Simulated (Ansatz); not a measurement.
TlBi2, space group P6/mmm, a test of the smearing width

Program: Ansatz 0.2.0 through its Python package.

`tlbi2.xyz`
```text
3
Lattice="5.7086645 0.0 0.0 -2.85433225 4.94384848 0.0 0.0 0.0 3.39375558" Properties=species:S:1:pos:R:3 pbc="T T T"
Tl    0.00000000    0.00000000    0.00000000
Bi    2.85433228    1.64794948    1.69687779
Bi   -0.00000003    3.29589900    1.69687779
```

Typed at the interpreter:
```pycon
>>> import csv
>>> import warnings
>>> import ansatz as az
>>> warnings.simplefilter("ignore", az.DeckWarning)
>>> system = az.Crystal.from_extxyz("tlbi2.xyz")
>>> setup = (
...     system.calculation()
...     .basis(550)
...     .kpoints(7, 7, 10)
...     .functional("pbesol")
...     .pseudopotentials("paw")
... )
>>> rows = []
>>> for value in [0.3, 0.2, 0.1, 0.05]:
...     report = setup.occupations("gaussian", width=value).run().report
...     rows.append((value, report["free_energy_ev"] / len(report["lattice"]["sites"]), report["n_iterations"], report["n_kpoints"]))
...
>>> with open("smear.csv", "w", newline="") as handle:
...     writer = csv.writer(handle)
...     writer.writerow(["width (eV)", "F/atom (eV)", "iterations", "k-points"])
...     writer.writerows([round(v, 5) if isinstance(v, float) else v for v in row] for row in rows)
...
44
>>> # differences from the last row
>>> for row in rows[:-1]:
...     shift = 1000 * (row[1] - rows[-1][1])
...     print(f"{row[0]}: {shift:+.2f} meV/atom" + ("  (within 5 meV)" if abs(shift) < 5 else ""))
...
0.3: -11.35 meV/atom
0.2: -5.31 meV/atom
0.1: -1.31 meV/atom  (within 5 meV)
```

`smear.csv`, as written:
```csv
width (eV),F/atom (eV),iterations,k-points
0.3,-11926.59753,6,48
0.2,-11926.59149,6,48
0.1,-11926.58749,7,48
0.05,-11926.58618,7,48
```

Going from 0.05 to 0.3 eV changes F by -11.3 meV an atom. With this scheme F falls roughly as the square of the width; the report's estimate for zero width (energy_sigma0_ev) moves by only -1.2 meV.

The free energy holds a sizeable smearing term, which stands for no physical temperature. The narrowest width needs the finest mesh, so the last row is no converged reference. Spin-orbit coupling, which matters for elements this heavy, is left out. This cell is a computed structure, which may not be the phase found in nature. Timing: 19 s on 1 thread of Intel(R) Xeon(R) Platinum 8488C (Sapphire Rapids), on a shared host, peak memory 0.52 GiB.
